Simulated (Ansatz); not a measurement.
# CH7FSi3: the cost of one run

Computed with Ansatz 0.2.0, Gaussian basis. Level: functionals in def2-TZVPP, the program's frozen cores in correlated methods.

Plan: PBE-D4, r2SCAN-D4, PBE0-D4, B3LYP-D4, ωB97X-V, ωB97M-V, B2PLYP; CCSD(T)/def2-TZVPP; MP2/def2-QZVPP; extrapolation to the limit.

### Step 1. The geometry

All runs share one geometry, relaxed beforehand with PBE0-D4 in a triple-zeta def2 set.

12 atoms, charge 0, spin multiplicity 1.

Atoms are counted from 1 here; the program's logs count them from 0.

Bond lengths: F1–Si2 1.607 Å, Si2–Si3 2.314 Å, Si2–H6 1.485 Å, Si2–H7 1.487 Å, Si3–C4 1.910 Å, Si3–Si5 2.259 Å, Si3–H8 1.484 Å, C4–Si5 1.885 Å, C4–H9 1.088 Å, C4–H10 1.087 Å, Si5–H11 1.481 Å, Si5–H12 1.481 Å. Angles: F1–Si2–Si3 112.9°, F1–Si2–H6 107.3°, F1–Si2–H7 107.6°, Si3–Si2–H6 111.4°, Si3–Si2–H7 107.9°, H6–Si2–H7 109.8°, Si2–Si3–C4 116.2°, Si2–Si3–Si5 115.8°, Si2–Si3–H8 119.1°, C4–Si3–Si5 53.0°, C4–Si3–H8 115.6°, Si5–Si3–H8 120.1°, Si3–C4–Si5 73.1°, Si3–C4–H9 115.5°, Si3–C4–H10 117.2°, Si5–C4–H9 116.5°, Si5–C4–H10 118.3°, H9–C4–H10 111.4° and more.

### Step 2. PBE-D4 (GGA)

File in.yaml:

```yaml
crystal:
  periodic: [false, false, false]
  atoms:
    - {symbol: F, position_ang: [-2.981241, -0.313786, 1.300485]}
    - {symbol: Si, position_ang: [-1.859466, 0.726119, 0.807703]}
    - {symbol: Si, position_ang: [-0.416727, -0.180636, -0.758072]}
    - {symbol: C, position_ang: [1.012630, -1.245101, -0.071474]}
    - {symbol: Si, position_ang: [1.752239, 0.419616, -0.558003]}
    - {symbol: H, position_ang: [-2.566910, 1.914436, 0.266900]}
    - {symbol: H, position_ang: [-1.055867, 1.116985, 1.995686]}
    - {symbol: H, position_ang: [-0.953096, -0.599706, -2.076328]}
    - {symbol: H, position_ang: [1.295874, -2.099840, -0.682263]}
    - {symbol: H, position_ang: [0.977156, -1.505288, 0.983462]}
    - {symbol: H, position_ang: [2.204622, 1.294834, 0.547670]}
    - {symbol: H, position_ang: [2.667683, 0.417164, -1.721866]}
basis:
  gaussian: {orbitals: def2-TZVPP}
hamiltonian: {xc: pbe, dispersion: d4}
output: {forces: true, orbitals: {seedname: orbitals}}
```

Run with:

```bash
$ ansatz run in.yaml --threads 4 --pin off --events-out ev --progress --plain --max-ram 10444MiB
```

**Question.** How long does this run take on 4 threads of Arm Neoverse V1, shared host, and how much memory does it need?

About 3.4 s, with a peak of 0.44 GiB.
